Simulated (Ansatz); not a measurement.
# Ir: the cost of one run

Program: Ansatz 0.2.0. Level of theory: DFT LDA, scalar-relativistic, plane waves, PAW. These are calculated values, not measurements.

The COD entry's cell or inner coordinates are ideal or old and differ from later refinements, so a difference from it is no clean test against experiment.

**1. Starting point**

It takes space group Fm-3m (No. 225, cubic). The conventional cell has a = 3.831 Å, b = 3.831 Å, c = 3.831 Å, α = 90.00°, β = 90.00°, γ = 90.00°. Ir (site symmetry m-3m) has 12 Ir at 2.71 Å as nearest neighbours.

Coordinates:

```cif
data_structure
_symmetry_space_group_name_H-M 'Fm-3m'
_symmetry_Int_Tables_number 225
_cell_length_a 3.8312
_cell_length_b 3.8312
_cell_length_c 3.8312
_cell_angle_alpha 90.000
_cell_angle_beta 90.000
_cell_angle_gamma 90.000
_cell_volume 56.23
loop_
_atom_site_label
_atom_site_type_symbol
_atom_site_symmetry_multiplicity
_atom_site_Wyckoff_symbol
_atom_site_fract_x
_atom_site_fract_y
_atom_site_fract_z
_atom_site_occupancy
Ir1 Ir 4 a 0.00000 0.00000 0.00000 1
```

The structure rests on an entry of the Crystallography Open Database; cell or positions may have been set otherwise for this series.

**2. Relaxing cell and atoms: Ir, no spin**

input.yaml reads:

```yaml
crystal:
  lattice:
    - [0.0, 1.9156, 1.9156]
    - [1.9156, 0.0, 1.9156]
    - [1.9156, 1.9156, 0.0]
  atoms:
    - { symbol: Ir, position: [0.0, 0.0, 0.0] }
scf:
  occupations: { method: methfessel_paxton, width: 0.1 }
output:
  forces: true
  stress: true
  eigenvalues: true
  write_density: true
  write_potential: true
  elf: true
  volumetric_format: npy
kpoints:
  mp_grid: { grid: [22, 22, 22] }
hamiltonian:
  xc: lda
relax:
  f_tol: 0.01
  adjacent_minimum: "off"
  cell: { stress_tol: 0.05 }
```

Launch:

```console
> ansatz run input.yaml --threads 1 --pin off --max-ram 3072MiB --backend cpu --events-out ev --progress --plain --runs-dir out
```

**Question.** How long does this run take on 1 thread of Arm Neoverse V1, shared host, and how much memory does it need?

About 18 s, with a peak of 0.34 GiB.
